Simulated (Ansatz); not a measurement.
# C₂H₇FO₂Si₂: up Jacob's ladder to CCSD(T)

One table from this session's results is given with a row withheld; the runs are named, their logs left out.

Method: functionals in def2-TZVPP, the program's frozen cores in correlated methods; program: Ansatz 0.2.0, Gaussian basis.

The runs, in order: PBE-D4, r2SCAN-D4, PBE0-D4, B3LYP-D4, ωB97X-V, ωB97M-V, B2PLYP; CCSD(T)/def2-TZVPP; MP2/def2-QZVPP; extrapolation to the limit.

## Structure used throughout

An earlier PBE0-D4 in a triple-zeta def2 set relaxation fixed the geometry.

SMILES `C=C[Si@@H](O)[Si@@H](O)F`, 14 atoms, charge 0, spin multiplicity 1.

Atoms are counted from 1 here; the program's logs count them from 0.

Bond lengths: C1–C2 1.331 Å, C1–H8 1.086 Å, C1–H9 1.086 Å, C2–Si3 1.850 Å, C2–H10 1.089 Å, Si3–O4 1.654 Å, Si3–Si5 2.351 Å, Si3–H11 1.493 Å, O4–H12 0.958 Å, Si5–O6 1.639 Å, Si5–F7 1.610 Å, Si5–H13 1.490 Å, O6–H14 0.959 Å. Angles: C2–C1–H8 121.4°, C2–C1–H9 122.0°, H8–C1–H9 116.6°, C1–C2–Si3 122.9°, C1–C2–H10 118.8°, Si3–C2–H10 118.3°, C2–Si3–O4 106.5°, C2–Si3–Si5 110.3°, C2–Si3–H11 110.3°, O4–Si3–Si5 110.0°, O4–Si3–H11 111.6°, Si5–Si3–H11 108.1°, Si3–O4–H12 117.5°, Si3–Si5–O6 107.4°, Si3–Si5–F7 108.7°, Si3–Si5–H13 115.9°, O6–Si5–F7 110.2°, O6–Si5–H13 110.2° and more.

Set-up of the first run:

in.yaml reads:

```yaml
crystal:
  periodic: [false, false, false]
  atoms:
    - {symbol: C, position_ang: [-0.532269, 2.187979, 1.312116]}
    - {symbol: C, position_ang: [-0.647857, 0.863783, 1.252784]}
    - {symbol: Si, position_ang: [-0.809999, -0.059603, -0.342292]}
    - {symbol: O, position_ang: [-0.967349, 1.080619, -1.530507]}
    - {symbol: Si, position_ang: [1.108381, -1.363876, -0.726363]}
    - {symbol: O, position_ang: [1.075393, -2.609738, 0.337908]}
    - {symbol: F, position_ang: [1.058061, -1.922300, -2.235827]}
    - {symbol: H, position_ang: [-0.543722, 2.797429, 0.413617]}
    - {symbol: H, position_ang: [-0.429530, 2.715603, 2.256277]}
    - {symbol: H, position_ang: [-0.633102, 0.293170, 2.180295]}
    - {symbol: H, position_ang: [-1.990797, -0.971970, -0.295486]}
    - {symbol: H, position_ang: [-0.963265, 0.776857, -2.438978]}
    - {symbol: H, position_ang: [2.411300, -0.646680, -0.637392]}
    - {symbol: H, position_ang: [1.864754, -3.141264, 0.453839]}
basis:
  gaussian: {orbitals: def2-TZVPP}
hamiltonian: {xc: pbe, dispersion: d4}
output: {forces: true, orbitals: {seedname: orbitals}}
```

Command:

```
ansatz run in.yaml --threads 2 --pin off --events-out ev --progress --plain --max-ram 22528MiB --backend cuda --devices 0, --max-vram 18GiB
```

Steps of the session up to this table: PBE-D4 (GGA); r2SCAN-D4 (meta-GGA); PBE0-D4 (hybrid); B3LYP-D4 (hybrid); ωB97X-V (range-separated); ωB97M-V (range-separated); B2PLYP (double hybrid); CCSD(T) in def2-TZVPP; MP2 in def2-QZVPP.

One table of the session follows, with a row left open; its other results are not shown here.

It belongs to the step «Atomisation energies». 

```
            method  atomisation energy (kJ/mol)
            PBE-D4                       5598.2
         r2SCAN-D4                       5530.8
           PBE0-D4                       5489.7
          B3LYP-D4                       5505.1
           ωB97X-V                       5534.6
           ωB97M-V                       5530.9
            B2PLYP                       5458.8
     HF/def2-TZVPP                       4033.9
    MP2/def2-TZVPP                       5502.5
   CCSD/def2-TZVPP                       5298.2
CCSD(T)/def2-TZVPP                            ?
           MP2/CBS                       5664.4
       CCSD(T)/CBS                       5542.8
```

**Question.** Estimate the row for CCSD(T)/def2-TZVPP.

As computed: atomisation energy (kJ/mol): 5380.9. In the column «atomisation energy (kJ/mol)» it lies between CCSD/def2-TZVPP (5298.2) and B2PLYP (5458.8).

Caveats from the session: Free atoms (2 C, 2 Si, 2 O, 1 F, 7 H) were run apart at each level; the atomisation energy is their sum less the molecule, without zero-point or spin-orbit terms.
